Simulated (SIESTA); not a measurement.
# AlSn under changes of volume

One of the cells (25.236 Å³/atom); the others are scaled copies at fixed shape and fractional positions:

```
CELL_PARAMETERS angstrom
4.19811 0.00000 0.00000
-2.09905 3.63567 0.00000
0.00000 0.00000 3.30685
ATOMIC_POSITIONS crystal
Sn 0.33333 0.66667 0.50000
Al 0.00000 0.00000 0.00000
```

The cell comes from a database or a generator and needn't be the stable form of this composition.

- Program: SIESTA 5.4.2
- Functional: LDA
- Potentials or basis: PseudoDojo 0.4 standard (LDA files)
- Basis: DZP (energy shift 0.003 Ry; two zetas on semicore shells)
- Grid cutoff: 500 Ry
- Energy shift: 0.003 Ry
- k mesh: 7 × 7 × 8
- Occupations: fermi-dirac, width 0.05 eV
- Spin: no spin polarisation

| volume (Å³/atom) | energy over the lowest point (meV/atom) | pressure (GPa) |
| --- | --- | --- |
| 23.722 | 0.00 | 0.4 |
| 24.227 | 0.60 | -0.8 |
| 24.731 | 4.79 | -1.9 |
| 25.236 | 12.16 | -2.8 |
| 25.741 | 22.33 | -3.6 |
| 26.245 | ? | ? |
| 26.750 | 49.49 | -5.0 |

Question: What does the run at 26.245 Å³/atom give?

Answer: Energy over the lowest point 34.88 meV/atom; pressure -4.3 GPa.

Worked out: A Birch-Murnaghan fit of order 3 (a polynomial in V^(-2/3)) to the other rows has its minimum at 23.90 Å³/atom with B0 = V·E''(V) = 59 GPa and B' = 5.4 at fixed shape and positions, which overstates the stiffness. It gives 34.85 meV/atom at 26.245 Å³/atom, against the run's 34.88, and -dE/dV = -4.3 GPa, against -4.3.

Energies are extrapolated to zero smearing.

Caveats: the basis of atomic orbitals isn't converged, which shifts pressures, moduli and gaps.
